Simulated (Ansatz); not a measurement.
# GaRhC6N6: the cost of one run

Method: DFT PBE, scalar-relativistic, plane waves, PAW, in Ansatz 0.2.0.

### 1 The structure to begin with

It takes space group Fm-3m (No. 225, cubic). Conventional cell: a = 10.144 Å, b = 10.144 Å, c = 10.144 Å, α = 90.00°, β = 90.00°, γ = 90.00°. Ga (site symmetry m-3m) has 6 N at 1.99 Å in its first shell of neighbours. Around Rh (site symmetry m-3m) lie 6 C at 1.92 Å. Around C (site symmetry 4mm) lie 1 N at 1.17 Å and 1 Rh at 1.92 Å. Around N (site symmetry 4mm) lie 1 C at 1.17 Å and 1 Ga at 1.99 Å.

Coordinates:

```cif
data_structure
_symmetry_space_group_name_H-M 'Fm-3m'
_symmetry_Int_Tables_number 225
_cell_length_a 10.1440
_cell_length_b 10.1440
_cell_length_c 10.1440
_cell_angle_alpha 90.000
_cell_angle_beta 90.000
_cell_angle_gamma 90.000
_cell_volume 1043.83
loop_
_atom_site_label
_atom_site_type_symbol
_atom_site_symmetry_multiplicity
_atom_site_Wyckoff_symbol
_atom_site_fract_x
_atom_site_fract_y
_atom_site_fract_z
_atom_site_occupancy
Ga1 Ga 4 b 0.50000 0.00000 0.00000 1
Rh1 Rh 4 a 0.00000 0.00000 0.00000 1
C1 C 24 e 0.18898 0.00000 0.00000 1
N1 N 24 e 0.30432 0.00000 0.00000 1
```

The cell is invented: cyanide-bridged rock-salt net of two metals, 0 guest cations a cell (Fm-3m, No. 225). Its size is a rough estimate.

### 2 A first look at the guess

input.yaml

```yaml
crystal:
  lattice:
    - [0.0, 5.072, 5.072]
    - [5.072, 0.0, 5.072]
    - [5.072, 5.072, 0.0]
  atoms:
    - { symbol: Ga, position: [0.5, 0.5, 0.5] }
    - { symbol: Rh, position: [0.0, 0.0, 0.0], spin: 1.0 }
    - { symbol: C, position: [0.81102129, 0.18897871, 0.18897871] }
    - { symbol: C, position: [0.18897871, 0.81102129, 0.18897871] }
    - { symbol: C, position: [0.18897871, 0.18897871, 0.81102129] }
    - { symbol: C, position: [0.18897871, 0.81102129, 0.81102129] }
    - { symbol: C, position: [0.81102129, 0.18897871, 0.81102129] }
    - { symbol: C, position: [0.81102129, 0.81102129, 0.18897871] }
    - { symbol: "N", position: [0.69568218, 0.30431782, 0.30431782] }
    - { symbol: "N", position: [0.30431782, 0.69568218, 0.30431782] }
    - { symbol: "N", position: [0.30431782, 0.30431782, 0.69568218] }
    - { symbol: "N", position: [0.30431782, 0.69568218, 0.69568218] }
    - { symbol: "N", position: [0.69568218, 0.30431782, 0.69568218] }
    - { symbol: "N", position: [0.69568218, 0.69568218, 0.30431782] }
basis:
  ecutwfc: 420
kpoints:
  mp_grid: { grid: [4, 4, 4] }
hamiltonian:
  xc: pbe
scf:
  occupations: { method: gaussian, width: 0.1 }
  lower_state_search: "off"
output:
  forces: true
  stress: true
  eigenvalues: true
  populations: true
magnetization:
  spin_polarized: true
```

Launch:

```bash
$ ansatz run input.yaml --threads 1 --pin off --max-ram 2560MiB --backend cpu --events-out ev --progress --plain --runs-dir out
```

What time and memory should one allow on 1 thread of AMD EPYC 7B13 (Zen 3), shared host?

About 18 s, with a peak of 0.71 GiB.
